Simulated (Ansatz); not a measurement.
# GaC (quartet): from Hartree-Fock to the top rungs at distance C1–Ga2 = 3.660 Å, cc-pVDZ

The task here is to estimate one member of a computed series from the others.

The runs use Ansatz 0.2.0, Gaussian basis; cc-pVDZ, core rule «outside noble gas», up to 15 orbitals frozen.

Plan: UHF; CCSD(T) on ROHF; CCSD(T) on UHF; BCCD(T) on ROHF; CISD; CCSDT(Q) on ROHF; CCSDT(Q) on UHF; CASSCF and MRCISD+Q, 5 electrons in 5 orbitals; CASSCF and NEVPT2, 5 electrons in 5 orbitals; CASSCF and MRCISD+Q, 7 electrons in 8 orbitals; CASSCF and NEVPT2, 7 electrons in 8 orbitals; Full CI.

21 further runs of the same task are left out: 2 for a known fault of the program, 15 that didn't finish, 4 set aside as unsound or not needed.

**What is computed**

The geometry derives from a PBE0/def2-TZVP stationary point (not a proven minimum). One bond is set to the value named and the two fragments are kept rigid. No spin-orbit coupling is included. The filled d shell of Ga may be among the frozen orbitals whatever the setting's name suggests; the logs give the count.

2 atoms, charge 0, spin multiplicity 4.

Atoms are counted from 1 here; the program's logs count them from 0.

No contacts short enough for the rule that draws bonds.

The first run:

Input file in.yaml:

```yaml
crystal:
  periodic: [false, false, false]
  atoms:
    - {symbol: C, position_ang: [0.000000, 0.000000, 0.000000]}
    - {symbol: Ga, position_ang: [0.000000, 0.000000, 3.660000]}
basis:
  gaussian: {orbitals: cc-pVDZ}
magnetization: {spin_polarized: true, initial_magnetization: 3}
hamiltonian: {xc: hf}
output: {orbitals: {seedname: orbitals}}
```

Run with:

```sh
ansatz run in.yaml --threads 1 --pin off --events-out ev --progress --plain --max-ram 2393MiB
```

Among the steps run: UHF; CCSD(T) on ROHF; CCSD(T) on UHF; BCCD(T) on ROHF; CISD; CCSDT(Q) on ROHF; CCSDT(Q) on UHF; CASSCF and MRCISD+Q, 5 electrons in 5 orbitals; CASSCF and NEVPT2, 5 electrons in 5 orbitals; CASSCF and MRCISD+Q, 7 electrons in 8 orbitals; CASSCF and NEVPT2, 7 electrons in 8 orbitals; Full CI.

One table of the session follows, with a row left open; its other results are not shown here.

```
     method  from FCI (meV)
       ROHF         +3649.6
        UHF         +3476.0
       RMP2               ?
       UMP2         +1156.1
       CISD          +344.2
      RCCSD          +167.7
      UCCSD          +164.1
   RCCSD(T)          +100.7
   UCCSD(T)          +100.9
    BCCD(T)          +102.3
     RCCSDT           +22.0
     UCCSDT           +22.8
  RCCSDT(Q)            -0.7
  UCCSDT(Q)            +0.3
CASSCF pair         +3169.7
NEVPT2 pair          +946.9
        FCI               0
```

Estimate the missing values for RMP2.

The run gave: from FCI (meV): +1152.9. In the column «from FCI (meV)» it lies between NEVPT2 pair (+946.9) and UMP2 (+1156.1).

Among the levels timed on like hardware and quicker than the yardstick, those that no quicker one beats, quickest first: CISD (3 s, +344.2 meV); UCCSD(T) (6.5 s, +100.9 meV); RCCSD(T) (7 s, +100.7 meV); UCCSDT(Q) (11 s, +0.3 meV).

Not comparable, so not listed: CASSCF and MRCISD+Q, 5 electrons in 5 orbitals (they don't share determinant, frozen orbitals or solution with the rows shown, or repeat one).

To keep in mind: The yardstick is full CI for this spin, exact in this basis with these frozen cores. Left out of the table: CASSCF valence, NEVPT2 valence, MRCISD valence, MRCISD+Q valence (the active space lost an orbital or holds another state than full CI finds). Levels on UHF freeze UHF's core orbitals, full CI those of ROHF, so the U rows can settle a little off it for that reason alone. Restricted and unrestricted rows rest on different reference determinants; where their highest levels disagree by more than a few hundredths of an eV, they describe different states and don't form one ladder. Warnings in the runs' records: passed over end.
